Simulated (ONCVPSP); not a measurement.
# Pseudopotential generation for Rb: ONCV, PBEsol

Aim: build the potential from the settings below, then test how well it stands in for the atom: other configurations, scattering, ghost states and the plane-wave cutoff that it needs.

Method: ONCVPSP 4.0.1, PBEsol, scalar-relativistic.

### Step 1. The design

Typed settings, in words:

```json
{
 "element": "rubidium (Rb, Z = 37)",
 "type": "optimised norm-conserving Vanderbilt (ONCV)",
 "frozen core": "[Ar] 3d10",
 "valence charge": "9",
 "reference configuration": "4s2 4p6 4d1",
 "partial waves": "4s: rc 2.10 bohr, ncon 3, nbas 7, qcut 5.7 1/bohr, 2 projectors, debl 2.6 Ha; 4p: rc 2.50 bohr, ncon 4, nbas 7, qcut 3.6 1/bohr, 1 projector; 4d: rc 4.00 bohr, ncon 5, nbas 8, qcut 1.9 1/bohr, 2 projectors, debl 1.7 Ha",
 "local potential": "polynomial inside 2.00 bohr (lpopt 5, dvloc0 1 Ha)",
 "core correction": "not asked for"
}
```

The nodes and maxima of the atom's own shells, from an earlier all-electron run, set the scale for the radii.

All-electron outer shells of the reference configuration (PBEsol, scalar-relativistic, ld1.x):

| shell | level (eV) | outermost node (bohr) | outermost maximum (bohr) |
| --- | --- | --- | --- |
| 4s | -33.21 | 0.62 | 1.25 |
| 4p | -17.28 | 0.64 | 1.42 |
| 5s | -2.80 | 1.78 | 4.11 |
| 5p | -1.32 | 2.18 | 6.61 |
| 4d | -0.63 | 0.70 | 7.31 |

### Step 2. The generation run

File Rb.dat:

```
# ATOM AND REFERENCE CONFIGURATION
# atsym  z   nc   nv     iexc    psfile
  Rb 37.00    6    3  -116133      upf
#
#   n    l    f
    1    0    2.00
    2    0    2.00
    2    1    6.00
    3    0    2.00
    3    1    6.00
    3    2   10.00
    4    0    2.00
    4    1    6.00
    4    2    1.00
#
# PSEUDOPOTENTIAL AND OPTIMIZATION
# lmax
    2
#
#   l,   rc,      ep,       ncon, nbas, qcut
    0    2.10    0.00    3    7    5.70
    1    2.50    0.00    4    7    3.60
    2    4.00    0.00    5    8    1.90
#
# LOCAL POTENTIAL
# lloc, lpopt,  rc(5),   dvloc0
    4    5    2.00    1.00
#
# VANDERBILT-KLEINMAN-BYLANDER PROJECTORs
# l, nproj, debl
    0    2    2.60
    1    1    1.10
    2    2    1.70
#
# MODEL CORE CHARGE
# icmod, fcfact, rcfact
    0    0.00    0.00
#
# LOG DERIVATIVE ANALYSIS
# epsh1, epsh2, depsh
   -3.00    5.00    0.02
#
# OUTPUT GRID
# rlmax, drl
    6.00    0.01
#
# TEST CONFIGURATIONS
# ncnf
    4
# nvcnf
#   n    l    f
    4
    4    0    2.00
    4    1    6.00
    4    2    0.00
    5    0    1.00
#
    3
    4    0    2.00
    4    1    6.00
    4    2    0.00
#
    4
    4    0    2.00
    4    1    6.00
    4    2    0.00
    5    0    0.50
#
    4
    4    0    2.00
    4    1    5.00
    4    2    0.00
    5    0    1.00
#
```

Run with:

```
oncvpsp.x < Rb.dat > Rb.out
```

Q: Predict the outcome of this session. Wanted: cutoffs for 1 and 0.1 mHa per electron, occupied waves; bound ghosts; GHOST(+) flags; largest test error; largest phase difference near zero energy, channels read.

As calculated:

| quantity | value |
| --- | --- |
| cutoffs for 1 and 0.1 mHa per electron, occupied waves | 10 Ha and 15 Ha |
| bound ghosts | d at -462.40 eV |
| GHOST(+) flags | none at low energy |
| largest test error (AE − PS) | +3.7 meV, for 4s2 4p6 4d0 (1 test unsolved) |
| largest phase difference near zero energy, channels read | 0.135 rad |

A bound ghost (d) makes it unfit for use: electrons can fall into a state that the atom doesn't have. The worst unpolarised test, 4s2 4p6 4d0, is off by 3.7 meV on 1.9 eV; by total energies transferability rates as very good where solved. Atomic tests can pass in spite of a ghost, since they solve only for the levels asked. Of the tests 1 gave no usable energy difference, which is a warning in itself. It counts as soft on the atom at that tolerance, with 10 Ha needed at the looser tolerance. At the looser tolerance the 4s wave is the slowest; 4d needs 7 Ha. Of the channels read, d scatters worst near zero energy, by up to 0.13 rad. All of this concerns the isolated atom, not yet a solid.
